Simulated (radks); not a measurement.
**Ionisation of Nd³⁺: one atom, several choices of exchange strength α**

The task here is to estimate one member of a computed series from the others.

The numbers are computed with radks (a radial shooting solver on a logarithmic mesh, Libxc functionals) version 1 (scalar-relativistic Kohn-Sham, spin-polarised, spherical densities, finite nucleus; open shells are filled with parallel spins first), except any that are marked as measured or tabulated.

### The system

- element: neodymium (Z = 60)
- charge: +3
- electrons: 57
- configuration: [Xe] 4f3
- ion: Nd⁴⁺, [Xe] 4f2
- choices: α = 0.621; α = 0.628; α = 0.667; α = 0.769; α = 0.93

Outer shells as boxes (Hund's rule):

Nd³⁺
```
[Xe] core
4f [↑ ][↑ ][↑ ][  ][  ][  ][  ]
```

Nd⁴⁺
```
[Xe] core
4f [↑ ][↑ ][  ][  ][  ][  ][  ]
```

The first run:

Input:

```text
Z 60
configuration [Xe] 4f3
relativity scalar-relativistic
functional xalpha 0.621
spin polarised
nucleus finite rms 4.9123 fm
c 137.035999084
```

Among the steps run: α = 0.621: Nd³⁺.

One of the session's tables, all rows but one given; the rest of the session is left out.

It belongs to the step «α = 0.621: Nd³⁺». From the orbitals of this run (lengths in bohr):

```
  level     <r>  outermost maximum (interpolated)  90 % within  nodes
  4d up  0.7058                             0.619         1.06      1
4d down  0.7060                             0.618         1.06      1
  5s up   1.436                              1.30         2.06      4
5s down       ?                                 ?            ?      ?
  5p up   1.651                              1.46         2.40      3
5p down   1.669                              1.48         2.43      3
  4f up  0.9812                             0.654         1.67      0
4f down   1.004                             0.655         1.73      0
```

Q: Estimate the row for 5s down from the others.

As computed: <r>: 1.448; outermost maximum (interpolated): 1.31; 90 % within: 2.08; nodes: 4. In the column «<r>» it lies between 5s up (1.436) and 5p up (1.651).

Limits of these values: Open shells are spherical and high-spin; term and fine-structure splittings are not resolved.
